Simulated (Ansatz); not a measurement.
# CH₆OSSi: how energies converge with the basis set

An exercise on one series of results from a longer session: the logs are not shown, and one member is left open.

The runs use Ansatz 0.2.0, Gaussian basis; one geometry, several basis sets.

Levels to be run: PBE0-D4/def2-SVP; ωB97M-V/def2-SVP; PBE0-D4/def2-QZVPP; ωB97M-V/def2-QZVPP; the functionals' def2-TZVPP values are taken from earlier runs.

## The geometry

All runs share one geometry, relaxed beforehand with PBE0-D4 in a triple-zeta def2 set.

SMILES `OC([SiH3])S`, 10 atoms, charge 0, spin multiplicity 1.

Atoms are counted from 1 here; the program's logs count them from 0.

Bond lengths: O1–C2 1.419 Å, O1–H5 0.963 Å, C2–Si3 1.905 Å, C2–S4 1.793 Å, C2–H6 1.097 Å, Si3–H7 1.485 Å, Si3–H8 1.484 Å, Si3–H9 1.490 Å, S4–H10 1.345 Å. Angles: C2–O1–H5 108.2°, O1–C2–Si3 112.3°, O1–C2–S4 109.9°, O1–C2–H6 110.8°, Si3–C2–S4 107.2°, Si3–C2–H6 109.0°, S4–C2–H6 107.5°, C2–Si3–H7 110.6°, C2–Si3–H8 110.0°, C2–Si3–H9 106.7°, H7–Si3–H8 110.6°, H7–Si3–H9 109.4°, H8–Si3–H9 109.4°, C2–S4–H10 97.6°.

The first run:

in.yaml reads:

```yaml
crystal:
  periodic: [false, false, false]
  atoms:
    - {symbol: O, position_ang: [-1.367947, 0.648065, -0.693241]}
    - {symbol: C, position_ang: [-0.010981, 0.480019, -0.312437]}
    - {symbol: Si, position_ang: [0.216513, -0.920430, 0.959236]}
    - {symbol: S, position_ang: [0.977921, 0.058242, -1.747530]}
    - {symbol: H, position_ang: [-1.887942, 0.800205, 0.103152]}
    - {symbol: H, position_ang: [0.394671, 1.410040, 0.105164]}
    - {symbol: H, position_ang: [1.544695, -0.821305, 1.614932]}
    - {symbol: H, position_ang: [0.058014, -2.238751, 0.297197]}
    - {symbol: H, position_ang: [-0.853785, -0.749045, 1.981517]}
    - {symbol: H, position_ang: [1.012042, 1.281761, -2.305090]}
basis:
  gaussian: {orbitals: def2-SVP}
hamiltonian: {xc: pbe0, dispersion: d4}
output: {orbitals: {seedname: orbitals}}
```

Command:

```
$ ansatz run in.yaml --threads 2 --pin off --events-out ev --progress --plain --max-ram 4352MiB
```

Steps of the session up to this table: PBE0-D4 in def2-SVP; ωB97M-V in def2-SVP; PBE0-D4 in def2-QZVPP; ωB97M-V in def2-QZVPP.

One table of the session follows, with a row left open; its other results are not shown here.

```
functional       basis  HOMO (eV)  LUMO (eV)
   PBE0-D4    def2-SVP          ?          ?
   PBE0-D4  def2-TZVPP      -7.27      -0.04
   PBE0-D4  def2-QZVPP      -7.31      -0.23
   ωB97M-V    def2-SVP      -9.33       2.29
   ωB97M-V  def2-TZVPP      -9.52       1.63
   ωB97M-V  def2-QZVPP      -9.57       1.25
```

Estimate the missing values for PBE0-D4, def2-SVP.

**Answer.** HOMO (eV): -7.11; LUMO (eV): 0.41. In the column «HOMO (eV)» it is the highest.
